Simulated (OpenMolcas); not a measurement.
**Zn: RASSCF and RASPT2 terms and fine-structure levels**

Aim: the low terms and levels of Zn, with their order and spacing, then second-order correlation under several settings.

Program: OpenMolcas 26.06. Level of theory: state-averaged RASSCF and RASPT2, spin-orbit coupling by RASSI with atomic mean-field integrals. These are calculated values, not measurements, unless marked.

### Step 1. What is computed

- Species: Zn (zinc, Z = 30, 30 electrons)
- Basis: ANO-L-VQZP [7s6p4d3f2g], 84 functions
- Scalar Hamiltonian: non-relativistic, point nucleus
- Inactive shells: 1s 2s 2p 3s 3p 3d
- Active space: 2 electrons in 9 orbitals (RAS2 4s 4p; RAS3 4d, at most 2 electrons)
- Some configurations of this space: 4p2, 4s 4p, 4s2
- Orbitals: optimised for the highest spin of each parity, averaged over the low roots

The outer shells:

4p2
```
4p [↑ ][↑ ][  ]
```

4s 4p
```
4s [↑ ]
4p [↑ ][  ][  ]
```

4s2
```
4s [↑↓]
```

The work runs as a chain of OpenMolcas steps in one folder; each step below is one input file. Labels, J, g values, rates, χT and fits are worked out afterwards by a script from the matrices that RASSI stores.

### Step 2. One- and two-electron integrals

a.inp reads:

```
&GATEWAY
Coord
1

Zn 0.0 0.0 0.0
Basis=ANO-L-VQZP
Group=XYZ
NoMove
AngMom=0.0 0.0 0.0
AMFI
&SEWARD
```

On the command line:

```console
$ OMP_NUM_THREADS=1 MOLCAS_MEM=2252 MOLCAS_PROJECT=a pymolcas a.inp > a.log
```

### Step 3. Start orbitals from a smaller active space

a.inp reads:

```
&RASSCF
FileOrb=start.orb
Symmetry=1
Spin=3
nActEl=2 0 0
Inactive=8 6
Ras2=1 3
CIRoot=3 3 1
SDav=3
CIMx=300
Iter=120 100
PrWF=0.3
OrbListing=Nothing
MaxOrb=0
Atom
>>> COPY $Project.JobIph JOBPRE
```

### Step 4. RASSCF: triplets of even parity, 3 roots

a.inp reads:

```
&RASSCF
FileOrb=start.orb
Symmetry=1
Spin=3
nActEl=2 0 2
Inactive=8 6
Ras2=1 3
Ras3=5 0
CIRoot=3 3 1
SDav=18
CIMx=300
Iter=120 100
PrWF=0.3
OrbListing=Nothing
MaxOrb=0
Thrs=2.0e-7 1.0e-1 5.0e-4
Atom
>>> COPY $Project.JobIph JOB001
```

### Step 5. Reference wave functions, singlets of even parity, 19 roots

a.inp reads:

```
&RASSCF
FileOrb=start.orb
Symmetry=1
Spin=1
nActEl=2 0 2
Inactive=8 6
Ras2=1 3
Ras3=5 0
CIRoot=19 19 1
SDav=27
CIMx=300
Iter=120 100
PrWF=0.3
OrbListing=Nothing
MaxOrb=0
Thrs=2.0e-7 1.0e-1 5.0e-4
Atom
CIOnly
>>> COPY $Project.JobIph JOB002
```

### Step 6. RASSCF: triplets of odd parity, 3 roots

a.inp reads:

```
&RASSCF
FileOrb=start.orb
Symmetry=2
Spin=3
nActEl=2 0 2
Inactive=8 6
Ras2=1 3
Ras3=5 0
CIRoot=3 3 1
SDav=18
CIMx=300
Iter=120 100
PrWF=0.3
OrbListing=Nothing
MaxOrb=0
Thrs=2.0e-7 1.0e-1 5.0e-4
Atom
>>> COPY $Project.JobIph JOB003
```

### Step 7. RASSCF: singlets of odd parity, 15 roots

a.inp reads:

```
&RASSCF
FileOrb=start.orb
Symmetry=2
Spin=1
nActEl=2 0 2
Inactive=8 6
Ras2=1 3
Ras3=5 0
CIRoot=15 15 1
SDav=18
CIMx=300
Iter=120 100
PrWF=0.3
OrbListing=Nothing
MaxOrb=0
Thrs=2.0e-7 1.0e-1 5.0e-4
Atom
CIOnly
>>> COPY $Project.JobIph JOB004
```

### Step 8. RASSI: spin-orbit coupling between the states

a.inp reads:

```
&RASSI
NrOfJobIphs=3 1 3 3
1
1 2 3
1 2 3
IphNames
JOB002
JOB003
JOB004
EJob
SpinOrbit
DIPRint=1.0
SOCoupling=1000.0
Subsets=2
MEES
Property=10
'ANGMOM' 1 'ANGMOM' 2 'ANGMOM' 3 'MLTPL  1' 1 'MLTPL  1' 2 'MLTPL  1' 3
'AMFI' 1 'AMFI' 2 'AMFI' 3 'MLTPL  2' 6
SOProperty=3
'ANGMOM' 1 'ANGMOM' 2 'ANGMOM' 3
```

### Step 9. CASPT2: IPEA 0.2, sigma1 regulariser 0.15 (closed shells correlated: none)

a.inp reads:

```
>>> COPY JOB002 $Project.JobIph
&CASPT2
Multistate=1 1
Frozen=8 6
IPEA=0.2
Sig1=0.15
MaxIter=60
WThr=0.0 0.3 0.05
PrWF=0.5
NoMix
>>> COPY JOB003 $Project.JobIph
&CASPT2
Multistate=3 1 2 3
Frozen=8 6
IPEA=0.2
Sig1=0.15
MaxIter=60
WThr=0.0 0.3 0.05
PrWF=0.5
NoMix
>>> COPY JOB004 $Project.JobIph
&CASPT2
Multistate=3 1 2 3
Frozen=8 6
IPEA=0.2
Sig1=0.15
MaxIter=60
WThr=0.0 0.3 0.05
PrWF=0.5
NoMix
```

### Step 10. CASPT2: IPEA 0.1, sigma1 regulariser 0.05 (closed shells correlated: 3d)

a.inp reads:

```
>>> COPY JOB002 $Project.JobIph
&CASPT2
Multistate=1 1
Frozen=3 6
IPEA=0.1
Sig1=0.05
MaxIter=60
WThr=0.0 0.3 0.05
PrWF=0.5
NoMix
>>> COPY JOB003 $Project.JobIph
&CASPT2
Multistate=3 1 2 3
Frozen=3 6
IPEA=0.1
Sig1=0.05
MaxIter=60
WThr=0.0 0.3 0.05
PrWF=0.5
NoMix
>>> COPY JOB004 $Project.JobIph
&CASPT2
Multistate=3 1 2 3
Frozen=3 6
IPEA=0.1
Sig1=0.05
MaxIter=60
WThr=0.0 0.3 0.05
PrWF=0.5
NoMix
```

### Step 11. CASPT2: IPEA 0.2, imaginary shift 0.15 (closed shells correlated: 3s 3p 3d)

a.inp reads:

```
>>> COPY JOB002 $Project.JobIph
&CASPT2
Multistate=1 1
Frozen=2 3
IPEA=0.2
Imaginary=0.15
MaxIter=60
WThr=0.0 0.3 0.05
PrWF=0.5
NoMix
>>> COPY JOB003 $Project.JobIph
&CASPT2
Multistate=3 1 2 3
NoMult
Frozen=2 3
IPEA=0.2
Imaginary=0.15
MaxIter=60
WThr=0.0 0.3 0.05
PrWF=0.5
NoMix
>>> COPY JOB004 $Project.JobIph
&CASPT2
Multistate=3 1 2 3
NoMult
Frozen=2 3
IPEA=0.2
Imaginary=0.15
MaxIter=60
WThr=0.0 0.3 0.05
PrWF=0.5
NoMix
```

(Steps that only read results are left out.)

**Question.** What will these runs give? Wanted: lowest level; first excited level; strongest of the lines computed, by gA, at SS-RASPT2 energies.

The runs gave:

| quantity | value |
| --- | --- |
| method | SS-RASPT2, IPEA 0.2, sigma1 regulariser 0.15 (closed shells correlated: none) |
| lowest level | 4s2 1S0, 100 % of that term |
| ground level listed by NIST | 1S0 |
| first excited level | 4s 4p 3P* 0 at 26600 cm-1 |
| strongest of the lines computed, by gA, at SS-RASPT2 energies | 4s 4p 1P* 1 → 4s2 1S0, 215.8 nm, A = 8.40e+08 s⁻¹ |

What each method costs and misses:

```tsv
method	time of its own steps	time with the reference	mean absolute difference from the measured levels (cm-1)
A. RASSCF	42 s	42 s	7000
B. SS-RASPT2, IPEA 0.2, sigma1 regulariser 0.15, +none	4.1 s	46 s	4800
C. SS-RASPT2, IPEA 0.1, sigma1 regulariser 0.05, +3d	7.9 s	50 s	1500
D. SS-RASPT2, IPEA 0.2, imaginary shift 0.15, +3s 3p 3d	11 s	53 s	1800
```

Times are of one thread on a shared host.

In words: Method C lies closest to the measured levels (1500 cm⁻¹ on average) and A farthest (7000). Only the configurations of the active space and the roots asked for are present. The singlets rest on orbitals optimised for another spin in at least one step, which raises them against the optimised states. Not all states of the active space went into the spin-orbit step. The levels of the extra active shells were not computed. Only valence configurations of the active space appear, up to the ionisation limit; * or ° marks odd parity.
